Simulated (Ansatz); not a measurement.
# AlGaHF (triplet): from Hartree-Fock to the top rungs, cc-pVDZ

One table from this session's results is given with a row withheld; the runs are named, their logs left out.

Program: Ansatz 0.2.0, Gaussian basis. Level of theory: cc-pVDZ, core rule «outside noble gas», up to 20 orbitals frozen. These are calculated values, not measurements.

Plan: UHF; CCSD(T) on ROHF; CCSD(T) on UHF; BCCD(T) on ROHF; CISD; CCSDT(Q) on ROHF; CCSDT(Q) on UHF; CASSCF and NEVPT2, 10 electrons in 10 orbitals.

22 further runs of the same task are left out: 2 for a known fault of the program, 6 that didn't finish, 14 set aside as unsound or not needed.

## What is computed

The geometry is a PBE0/def2-TZVP stationary point (not a proven minimum) of the parent state, kept for this charge and spin. No spin-orbit coupling is included. The filled d shell of Ga may be among the frozen orbitals whatever the setting's name suggests; the logs give the count.

4 atoms, charge 0, spin multiplicity 3.

Atoms are counted from 1 here; the program's logs count them from 0.

Bond lengths: F1–Al2 1.661 Å, Al2–Ga3 2.657 Å, Al2–H4 1.951 Å, Ga3–H4 1.849 Å. Angles: F1–Al2–Ga3 150.2°, F1–Al2–H4 106.1°, Ga3–Al2–H4 44.1°, Al2–Ga3–H4 47.2°, Al2–H4–Ga3 88.7°.

Coordinates:

```
F     0.0000    0.2780    2.8734
Al    0.0000   -0.3368    1.3309
Ga    0.0000    0.0372   -1.2999
H     0.0000    1.2041    0.1341
```

The first run:

in.yaml reads:

```yaml
crystal:
  periodic: [false, false, false]
  atoms:
    - {symbol: F, position_ang: [0.000000, 0.278033, 2.873384]}
    - {symbol: Al, position_ang: [0.000000, -0.336799, 1.330867]}
    - {symbol: Ga, position_ang: [0.000000, 0.037169, -1.299911]}
    - {symbol: H, position_ang: [0.000000, 1.204076, 0.134100]}
basis:
  gaussian: {orbitals: cc-pVDZ}
magnetization: {spin_polarized: true, initial_magnetization: 2}
hamiltonian: {xc: hf}
output: {orbitals: {seedname: orbitals}}
```

Run with:

```
> ansatz run in.yaml --threads 1 --pin off --events-out ev --progress --plain --max-ram 2393MiB
```

Steps of the session up to this table: UHF; CCSD(T) on ROHF; CCSD(T) on UHF; BCCD(T) on ROHF; CISD; CCSDT(Q) on ROHF; CCSDT(Q) on UHF; CASSCF and NEVPT2, 10 electrons in 10 orbitals.

One of the session's tables, all rows but one given; the rest of the session is left out.

| method | from UCCSDT(Q) (kJ/mol) |
| --- | --- |
| ROHF | +838.6 |
| UHF | +833.7 |
| RMP2 | +92.0 |
| UMP2 | +90.8 |
| RCCSD | +24.9 |
| UCCSD | +24.5 |
| RCCSD(T) | +5.8 |
| UCCSD(T) | +5.6 |
| BCCD(T) | ? |
| RCCSDT | +2.1 |
| UCCSDT | +1.9 |
| RCCSDT(Q) | +0.4 |
| UCCSDT(Q) | 0 |

Estimate the missing values for BCCD(T).

As computed: from UCCSDT(Q) (kJ/mol): +5.2. In the column «from UCCSDT(Q) (kJ/mol)» it lies between RCCSDT (+2.1) and UCCSD(T) (+5.6).

Not comparable, so not listed: CISD (they don't share determinant, frozen orbitals or solution with the rows shown, or repeat one).

Caveats from the session: Left out of the table: CASSCF frontier, NEVPT2 frontier (the active space lost an orbital or holds another state than full CI finds). Restricted and unrestricted rows rest on different reference determinants; where their highest levels disagree by more than a few hundredths of an eV, they describe different states and don't form one ladder. Warnings in the runs' records: passed over end.
